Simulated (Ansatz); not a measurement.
Sn, space group Immm: a comparison of functionals at one structure, run with Ansatz 0.2.0, Python API.

`run_xc.py`
```python
import csv

import ansatz as az

SETTINGS = {
    "mesh": (11, 11, 11),
    "sigma": 0.05,
}

cell = (
    az.Lattice.from_parameters(3.45308, 3.55109, 4.67668, alpha=90, beta=90, gamma=90)
    .space_group(71, hermann_mauguin="Immm")
    .atom("Sn", [0.0, 0.0, 0.0])
    .primitive()
)

calc = (
    cell.calculation()
    .kpoints(*SETTINGS["mesh"])
    .occupations(az.OccupationsMethod.FERMI_DIRAC, width=SETTINGS["sigma"])
    .stress()
)

rows = []
for value in ["pbesol", "blyp", "lda"]:
    data = calc.functional(value).run().report
    rows.append((value, data["free_energy_ev"] / len(data["lattice"]["sites"]), data["n_iterations"], sum(data["stress_gpa"][i][i] for i in range(3)) / 3, data["n_kpoints"]))

with open("xc.csv", "w", newline="") as handle:
    writer = csv.writer(handle)
    writer.writerow(["functional", "F/atom (eV)", "iterations", "P (GPa)", "k-points"])
    writer.writerows([round(v, 5) if isinstance(v, float) else v for v in row] for row in rows)
print(open("xc.csv").read())
```

Rank the functionals by the pressure that they give at this structure. What does the order say about their lattices?

From lowest to highest: LDA (-4.8 GPa), PBEsol (-3.6 GPa) and BLYP (3.1 GPa). At a fixed cell a lower pressure usually means a smaller equilibrium volume, so LDA prefers the smallest cell and BLYP the largest.

What the script printed:

```console
$ python run_xc.py
DeckWarning: basis.ecutwfc = 420 eV, auto-derived from the records' recommended cutoffs: set by Sn (normal level)
functional,F/atom (eV),iterations,P (GPa),k-points
pbesol,-5949.73432,6,-3.602,216
blyp,-6040.38036,6,3.11605,216
lda,-5879.4473,6,-4.80425,216
```
(Warnings from the package without file and line.)

BLYP can be off by several per cent in the lattices of metals, and by several GPa in the pressure at a fixed cell. The mesh is modest for a metal, so energies can be off by several to tens of meV an atom and pressures by half a GPa or more; differences at equal mesh fare better. Pressure is positive in compression. This isn't the structure that Sn takes at ambient conditions. Total energies of different functionals can't be compared; pressures, moments and gaps at this one structure can. Wall time of the script: 8.8 s on 1 thread of Intel(R) Xeon(R) Processor @ 2.30GHz, on a shared host, peak memory 0.52 GiB.
